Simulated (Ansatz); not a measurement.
# CH7AlGeS: the cost of one run

All numbers below are computed with Ansatz 0.2.0 (RKS LDA/def2-SVP).

### 1 Starting point

Bond lengths: S1–C2 1.756 Å, C2–Al3 2.011 Å, Al3–Ge4 2.372 Å, S1–H5 1.439 Å, C2–H6 1.111 Å, C2–H7 1.126 Å, Al3–H8 1.583 Å, Ge4–H9 1.628 Å, Ge4–H10 1.503 Å, Ge4–H11 1.547 Å. Angles (14 of 16 angles, heavy atoms first): S1–C2–Al3 110.2°, C2–Al3–Ge4 118.8°, S1–C2–H6 108.0°, S1–C2–H7 109.2°, Al3–C2–H6 110.3°, Al3–C2–H7 110.9°, C2–S1–H5 95.1°, C2–Al3–H8 117.2°, Ge4–Al3–H8 123.9°, Al3–Ge4–H9 106.5°, Al3–Ge4–H10 111.9°, Al3–Ge4–H11 111.0°, H6–C2–H7 108.1°, H9–Ge4–H10 108.2°.

Coordinates:

```xyz
11

S     0.7832    2.3096    0.5268
C     1.4169    0.7105    0.8799
Al   -0.0721   -0.6417    0.8807
Ge   -1.3067   -0.9842   -1.1156
H     0.4288    2.0095   -0.8347
H     1.9048    0.7480    1.8772
H     2.2007    0.4451    0.1160
H    -0.2973   -1.4702    2.2103
H    -2.8638   -0.6728   -0.7559
H    -0.8799   -0.0445   -2.2079
H    -1.2491   -2.4663   -1.5563
```

### 2 End point A

Contents of input.yaml:

```yaml
crystal:
  periodic: [false, false, false]
  atoms:
    - { symbol: S, position_ang: [0.7832, 2.3096, 0.5268] }
    - { symbol: C, position_ang: [1.4169, 0.7105, 0.8799] }
    - { symbol: Al, position_ang: [-0.0721, -0.6417, 0.8807] }
    - { symbol: Ge, position_ang: [-1.3067, -0.9842, -1.1156] }
    - { symbol: H, position_ang: [0.4288, 2.0095, -0.8347] }
    - { symbol: H, position_ang: [1.9048, 0.748, 1.8772] }
    - { symbol: H, position_ang: [2.2007, 0.4451, 0.116] }
    - { symbol: H, position_ang: [-0.2973, -1.4702, 2.2103] }
    - { symbol: H, position_ang: [-2.8638, -0.6728, -0.7559] }
    - { symbol: H, position_ang: [-0.8799, -0.0445, -2.2079] }
    - { symbol: H, position_ang: [-1.2491, -2.4663, -1.5563] }
basis:
  gaussian: { orbitals: def2-SVP }
hamiltonian:
  xc: lda
relax:
  f_tol: 0.015
  max_steps: 40
```

Run with:

```
$ ansatz run input.yaml --threads 2 --pin off --max-ram 3072MiB --backend cpu --events-out ev --progress --plain --runs-dir out
```

**Question.** How long does this run take on 2 threads of AMD EPYC 9B45 (Zen 5), shared host, and how much memory does it need?

About 11 s, with a peak of 0.19 GiB.
